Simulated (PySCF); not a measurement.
# [PrCl2]+: other functionals and bases at one geometry

An exercise on one series of results from a longer session: the logs are not shown, and one member is left open.

Program: PySCF 2.14.0. Level of theory: several levels, as the steps say, no spin–orbit coupling. These are calculated values, not measurements.

1 further run of the same task is left out (for a known fault of the program).

## Where the work starts

3 atoms, charge 1, spin multiplicity 1.

Bond lengths: Pr1–Cl2 2.464 Å, Pr1–Cl3 2.464 Å. Angles: Cl2–Pr1–Cl3 108.5°.

As a file:

```xyz
3
charge 1, multiplicity 1
Pr    0.0000    0.0000   -0.5907
Cl    2.0000    0.0000    0.8480
Cl   -2.0000    0.0000    0.8480
```

Formal oxidation states: Pr +3. Each metal's 2 4f electrons lie in its core potential, so multiplicities, spins and levels count the valence alone. An earlier session relaxed this geometry at PBE0, Pr lcecp-1-SVP with ECP48, Cl def2-SVP (singlet, point group C2v).

At PBE0 on the finer grid: E = -952.588633 Eh, HOMO -13.56 eV, LUMO -7.72 eV, Mulliken charge on Pr1 +1.34 e, largest force component 0.002 eV/Å. 

Levels to run: M06-L; revPBE; PBE0, TZVP. Hardware: 2 threads of Intel Xeon Platinum 8488C (Sapphire Rapids), shared host.

The first run:

run.py (the lines that set the calculation) reads:

```python
mol = gto.M(atom='''
Pr     0.00000     0.00000    -0.59073
Cl     1.99996     0.00000     0.84796
Cl    -1.99996     0.00000     0.84796''',
    basis={'Pr': 'lcecp-1-SVP', 'Cl': 'def2-SVP'},
    ecp={'Pr': 'lcecp-1-SVP'},
    charge=1, spin=0)
mf = dft.RKS(mol, xc='M06L')
mf.grids.atom_grid = (75, 302)  # f atoms: unpruned, at least (60, 302)
mf = mf.density_fit()  # fitting sets: Pr AutoAux, Cl def2-universal-JKFIT
mf.conv_tol = 1e-08; mf.max_cycle = 55
mf.kernel(dm0)  # dm0: the density of the relaxed state
```

On the command line:

```bash
OMP_NUM_THREADS=2 python run.py
```

Steps of the session up to this table: M06-L; revPBE; PBE0, TZVP.

One table of the session follows, with a row left open; its other results are not shown here.

```
              level  HOMO (eV)  gap (eV)  charge on Pr1 (e)  dipole (D)  largest force component (eV/Å)
PBE0 (relaxed here)     -13.56      5.84               1.34        7.02                            0.00
              M06-L          ?         ?                  ?           ?                               ?
             revPBE     -12.23      3.87               1.24        6.47                            0.38
         PBE0, TZVP     -13.50      5.91               1.61        6.92                            0.27
```

Q: Estimate the row for M06-L from the others.

As computed: HOMO (eV): -12.47; gap (eV): 4.69; charge on Pr1 (e): 1.47; dipole (D): 7.24; largest force component (eV/Å): 0.35. In the column «HOMO (eV)» it lies between PBE0, TZVP (-13.50) and revPBE (-12.23).

The dipole of a charged species depends on the origin, so these sizes hold for this origin alone.

In one basis the HOMO–LUMO gap runs from 3.87 eV (revPBE) to 5.84 eV (PBE0). The largest leftover force, 0.38 eV/Å with revPBE, stands at a geometry relaxed at another level. With 4f in the core, its levels are missing from HOMO and gap, and its count is fixed, so no charge can pass from the ligands into it. Total energies of different levels can't be compared.
